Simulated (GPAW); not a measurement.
# A workflow on GeH2O (SMILES [OH][GeH])

We compute a geometry optimisation (OLYP-D3(0)/plane waves), then the harmonic vibrations (OLYP-D3(0)/plane waves) of GeH2O. 

The calculation is run with GPAW 26.7.0.

6 further runs of the same task are left out: 6 set aside as unsound or not needed.

### 1 Starting point

GeH2O has 4 atoms, charge 0, and is taken as a singlet. SMILES: `[OH][GeH]`. The shape comes from GFN2-xTB, which is rough for such elements, and wasn't checked as a minimum. The run starts from this shape.

Bond lengths: O1–Ge2 1.765 Å, O1–H3 0.956 Å, Ge2–H4 1.650 Å. Angles: O1–Ge2–H4 91.0°, Ge2–O1–H3 121.9°.

### 2 A structure relaxation at OLYP-D3(0)/plane waves (scalar-relativistic datasets, plane-wave cutoff 500 eV) (run 1)

run.py reads:

```python
import numpy as np
from ase import Atoms
from ase.calculators.mixing import SumCalculator
from ase.io import write
from ase.optimize.sciopt import SciPyFminCG
from ase.units import Bohr
from dftd3.ase import DFTD3
from gpaw import GPAW, PW, setup_paths
from gpaw.atom.configurations import parameters
from gpaw.atom.generator import Generator

positions_bohr = np.array(
              [[ -0.139330,  -1.178301,   0.911358],
               [  0.998248,   1.131133,  -1.208083],
               [  0.896014,  -2.545348,   1.476745],
               [ -1.754951,   2.592515,  -1.180021]])
molecule = Atoms(["O", "Ge", "H", "H"], positions=positions_bohr * Bohr)
molecule.set_cell([12.0, 12.0, 12.0])
molecule.center()

for symbol in ["Ge", "H", "O"]:
    Generator(symbol, xcname="GGA_X_OPTX+GGA_C_LYP", scalarrel=True, nofiles=True, txt=None).run(**parameters[symbol])
setup_paths.insert(0, ".")

dft = GPAW(mode=PW(500), xc="GGA_X_OPTX+GGA_C_LYP", maxiter=150, txt="-")
molecule.calc = SumCalculator([DFTD3(method="OLYP", damping="d3zero"), dft])

opt = SciPyFminCG(molecule, trajectory="run.traj")
converged = opt.run(fmax=0.05, steps=100)
print("Converged:", converged)
print(f"Final energy = {molecule.get_potential_energy():.5f} eV")
print(f"r(H2-O0) = {molecule.get_distance(2, 0):.4f} Ang")
print(f"r(Ge1-O0) = {molecule.get_distance(1, 0):.4f} Ang")
write("relaxed.xyz", molecule)
```

Started as:

```bash
$ python3 run.py
```

The log of the run:

```text
[...]
  mode=PW(ecut=500.0),
[...]
Number of symmetries: 1
[...]
  Number of IBZ points: 1
[...]
Cutoff: 500.0 eV
Spin-components: 1 (collinear spins)
Bands:           10
[...]
  Valence electrons: 12.0
[...]
  Grid points: [63 63 63]
  Charge: 0.0  # |e|
[...]
    cutoffs:
[...]
occupation numbers:
  # Zero width
[...]
xc functional:
  name: GGA_X_OPTX+GGA_C_LYP with 2 nearest neighbor stencil
[...]
|iter     |     time |      energy | eigst |  dens |
[...]
|iter:   1| 00:00:01 |  -18.662021 | +0.11 |       |
[...]
Converged in 10 steps
[...]
dipole moment: (0.290353, -0.140681, -0.014897)  # |e|*Ang
Fermi level: -3.943
[...]
Converged in 9 steps
[...]
Converged in 6 steps
[...]
Converged in 5 steps
[...]
Converged in 6 steps
[...]
|iter:   6| 00:04:46 |  -16.484473c| -7.98c| -4.25c|
Converged in 6 steps
[...]
Energy contributions relative to reference atoms: (reference = -59189.732890)
Energy contributions:
  Kinetic:          19.652347
  Coulomb:         -21.106554
  Zero:              0.060704
  External:          0.000000
  Xc:              -15.090970
  Entropy:           0.000000
  Spinorbit:         0.000000
  ----------------------------
  Free energy:     -16.484473
  Extrapolated:    -16.484473
dipole moment: (0.324500, -0.047477, -0.064163)  # |e|*Ang
Fermi level: -4.119
Eigenvalues  # (at kpt = [0.000, 0.000, 0.000])
| band index |      eig [eV] | occ [0-2] |
|------------|---------------|-----------|
|          0 |       -24.455 |     2.000 |
|          1 |       -13.105 |     2.000 |
|          2 |       -10.135 |     2.000 |
|          3 |        -8.139 |     2.000 |
|          4 |        -7.545 |     2.000 |
|          5 |        -5.464 |     2.000 |
|          6 |        -2.774 |     0.000 |
|          7 |        -1.040 |     0.000 |
|          8 |        -0.463 |     0.000 |
|          9 |         0.314 |     0.000 |
Gap: 2.690 eV
Transition (v -> c):
[...]
Forces  # eV/Ang
|        x |        y |        z |
|----------|----------|----------|
|  0.00994 | -0.02901 |  0.00252 |  # O    0
| -0.03493 | -0.03099 |  0.03931 |  # Ge   1
|  0.00392 |  0.02627 | -0.04465 |  # H    2
|  0.01695 |  0.01727 | -0.03012 |  # H    3
Force computation time: 0.469  # s
SciPyFminCG:   21 hh:mm:ss      -16.530788        0.027908
Converged: True
Final energy = -16.53079 eV
r(H2-O0) = 0.9704 Ang
r(Ge1-O0) = 1.8316 Ang
```

It took 4.8 min on 1 thread of Arm Neoverse V1, shared host; peak memory 0.6 GiB.

Step by step:

| step | energy from the first frame kept (eV) | largest force (eV/Å) |
| --- | --- | --- |
| 0 | 0.0000 | 1.5934 |
| 1 | -0.0514 | 0.7463 |
| 2 | -0.0684 | 0.3735 |
| 3 | -0.0824 | 0.4759 |
| 4 | -0.0880 | 0.2155 |
| 5 | -0.0913 | 0.2848 |
| 6 | -0.0918 | 0.2542 |
| 7 | -0.0943 | 0.1689 |
| 8 | -0.0947 | 0.0960 |
| 9 | -0.0952 | 0.0989 |
| 10 | -0.0964 | 0.1616 |
| 11 | -0.0968 | 0.0811 |
| 12 | -0.0972 | 0.1420 |
| 13 | -0.0974 | 0.1230 |
| 14 | -0.0981 | 0.0829 |
| 15 | -0.0983 | 0.0636 |
| 16 | -0.0985 | 0.0747 |
| 17 | -0.0995 | 0.1876 |
| 18 | -0.1001 | 0.0658 |
| 19 | -0.1003 | 0.0562 |
| 20 | -0.1006 | 0.0874 |
| 21 | -0.1007 | 0.0279 |

After the run. Bond lengths: O1–Ge2 1.832 Å, O1–H3 0.970 Å, Ge2–H4 1.622 Å. Angles: O1–Ge2–H4 91.3°, Ge2–O1–H3 110.4°.

### 3 Vibrational wavenumbers at OLYP-D3(0)/plane waves (scalar-relativistic datasets, plane-wave cutoff 500 eV, shape nonlinear) (run 2)

relaxed.xyz reads:

```xyz
4
Lattice="12.0 0.0 0.0 0.0 12.0 0.0 0.0 0.0 12.0" Properties=species:S:1:pos:R:3:forces:R:3 energy=-16.530788209100226 pbc="F F F"
O        6.01906400       5.27816229       6.39445970      -0.00719113      -0.01103014      -0.00392358
Ge       6.71872703       6.58404751       5.31751551      -0.02219340       0.01196401       0.00666608
H        6.70270891       4.63083547       6.62939115       0.00320511      -0.00679603      -0.02226264
H        5.29183051       7.35371598       5.26204697       0.02205790      -0.01058665      -0.01342419
```

gs_vib.py reads:

```python
from ase.calculators.mixing import SumCalculator
from ase.io import read
from ase.thermochemistry import IdealGasThermo
from ase.vibrations import Vibrations
from dftd3.ase import DFTD3
from gpaw import GPAW, PW, setup_paths
from gpaw.atom.configurations import parameters
from gpaw.atom.generator import Generator

molecule = read('relaxed.xyz')

for symbol in ['Ge', 'H', 'O']:
    Generator(symbol, xcname='GGA_X_OPTX+GGA_C_LYP', scalarrel=True, nofiles=True, txt=None).run(**parameters[symbol])
setup_paths.insert(0, '.')

dft = GPAW(mode=PW(500),
           xc='GGA_X_OPTX+GGA_C_LYP',
           convergence={'density': 1e-05},
           maxiter=150,
           symmetry='off',
           txt='gs.txt')
molecule.calc = SumCalculator([DFTD3(method='OLYP', damping='d3zero'), dft])

energy = molecule.get_potential_energy()
vib = Vibrations(molecule, delta=0.01)
vib.run()
vib.summary()
freqs = vib.get_frequencies()
zpe = vib.get_zero_point_energy()

thermo = IdealGasThermo(vib_energies=vib.get_energies(), potentialenergy=energy, atoms=molecule, geometry='nonlinear',
                        symmetrynumber=1, spin=0.0, ignore_imag_modes=True)
H = thermo.get_enthalpy(1000.0, verbose=False)
S = thermo.get_entropy(1000.0, 101325.0, verbose=False)
G = thermo.get_gibbs_energy(temperature=1000.0, pressure=101325.0)
```

Started as:

```bash
$ python3 gs_vib.py
```

The log of the run:

```text
---------------------
  #    meV     cm^-1
---------------------
  0    0.4i      3.5i
  1    0.2i      2.0i
  2    5.8      46.9
  3    8.0      64.8
  4   19.0     152.9
  5   33.2     268.1
  6   75.3     607.7
  7   82.0     661.0
  8   89.4     721.4
  9  114.3     922.1
 10  226.1    1823.2
 11  469.3    3785.2
---------------------
Zero-point energy: 0.561 eV
Enthalpy components at T = 1000.00 K:
===============================
Enthalpy components at T = 1000.00 K:
===============================
E_pot                -16.531 eV
E_ZPE                  0.528 eV
Cv_trans (0->T)        0.129 eV
Cv_rot (0->T)          0.129 eV
Cv_vib (0->T)          0.216 eV
-------------------------------
U                    -15.528 eV
===============================
(C_v -> C_p)           0.086 eV
-------------------------------
H                    -15.442 eV
===============================

Entropy components at T = 1000.00 K and P = 101325.0 Pa:
=================================================
{"":15s}{"S":13s}     {"T*S:13s}
S_trans (1 bar)    0.0019715 eV/K        1.971 eV
S_rot              0.0010474 eV/K        1.047 eV
S_elec             0.0000000 eV/K        0.000 eV
S_vib              0.0003753 eV/K        0.375 eV
S (1 bar -> P)    -0.0000011 eV/K       -0.001 eV
-------------------------------------------------
S                  0.0033930 eV/K        3.393 eV
=================================================

Free energy components at T = 1000.00 K and P = 101325.0 Pa:
=======================
    H        -15.442 eV
 -T*S         -3.393 eV
-----------------------
    G        -18.835 eV
=======================
```

gs.txt, shortened:

```text
[...]
  mode=PW(ecut=500.0),
[...]
Converged in 12 steps
[...]
dipole moment: (0.324158, -0.047798, -0.064434)  # |e|*Ang
[...]
Converged in 8 steps
[...]
dipole moment: (0.323636, -0.047888, -0.063735)  # |e|*Ang
[...]
|iter     |     time |      energy | eigst |  dens |
[...]
|iter:   1| 00:03:57 |  -16.484245c| -3.87 |       |
[...]
|iter:   8| 00:04:04 |  -16.484129c| -8.24c| -5.04c|
Converged in 8 steps
[...]
Energy contributions relative to reference atoms: (reference = -59189.732890)
Energy contributions:
  Kinetic:          19.671515
  Coulomb:         -21.122757
  Zero:              0.060723
  External:          0.000000
  Xc:              -15.093610
  Entropy:           0.000000
  Spinorbit:         0.000000
  ----------------------------
  Free energy:     -16.484129
  Extrapolated:    -16.484129
dipole moment: (0.324727, -0.047717, -0.065129)  # |e|*Ang
Fermi level: -4.120
Eigenvalues  # (at kpt = [0.000, 0.000, 0.000])
| band index |      eig [eV] | occ [0-2] |
|------------|---------------|-----------|
|          0 |       -24.454 |     2.000 |
|          1 |       -13.105 |     2.000 |
|          2 |       -10.132 |     2.000 |
[... 6 lines of this table left out ...]
|          9 |         0.314 |     0.000 |
Gap: 2.693 eV
Transition (v -> c):
[...]
Forces  # eV/Ang
|        x |        y |        z |
|----------|----------|----------|
|  0.01950 | -0.03214 |  0.00726 |  # O    0
| -0.04445 | -0.03143 |  0.04528 |  # Ge   1
|  0.00220 |  0.02207 | -0.04640 |  # H    2
|  0.01803 |  0.02554 | -0.03895 |  # H    3
Force computation time: 0.533  # s
timing:  # [seconds]
  Total:  244.032  # ━━━━━━━━━━━━━━━━━━━━━━━━━━━━━━━━━━━━━━━━━━━━━━━━━━━━━━━━
  Init:     1.123  # ╸
  SCF:    211.103  # ━━━━━━━━━━━━━━━━━━━━━━━━━━━━━━━━━━━━━━━━━━━━━━━━╸
  Forces:  12.953  # ━━━
  Move:    17.892  # ━━━━
```

It took 4.1 min on 1 thread of Arm Neoverse V1, shared host; peak memory 0.63 GiB.

### 4 Summary of results

```
                                                                                            quantity             value
               run 1, OLYP-D3(0)/plane waves: energy as printed (from the program's reference atoms)       -16.5308 eV
                                                        run 1, OLYP-D3(0)/plane waves: dipole moment            1.61 D
                                  run 1, OLYP-D3(0)/plane waves: HOMO energy (from the vacuum level)          -5.66 eV
                                  run 1, OLYP-D3(0)/plane waves: LUMO energy (from the vacuum level)          -2.97 eV
                                                        run 1, OLYP-D3(0)/plane waves: HOMO–LUMO gap           2.69 eV
                                                    run 1, OLYP-D3(0)/plane waves: dispersion energy      -4.47 kJ/mol
                                           run 2, OLYP-D3(0)/plane waves: lowest harmonic wavenumber          608 cm⁻¹
                                          run 2, OLYP-D3(0)/plane waves: highest harmonic wavenumber         3785 cm⁻¹
                                                    run 2, OLYP-D3(0)/plane waves: zero-point energy       51.0 kJ/mol
run 2, OLYP-D3(0)/plane waves: ideal-gas entropy at 1000 K and 101325 Pa (symmetry number 1 as used)  78.2 cal/(mol K)
```

In words: The optimisation (run 1, OLYP-D3(0)/plane waves) took 21 steps and changed the energy by -0.101 eV. All 6 modes (run 2, OLYP-D3(0)/plane waves) are real, so the shape is a minimum at this level.
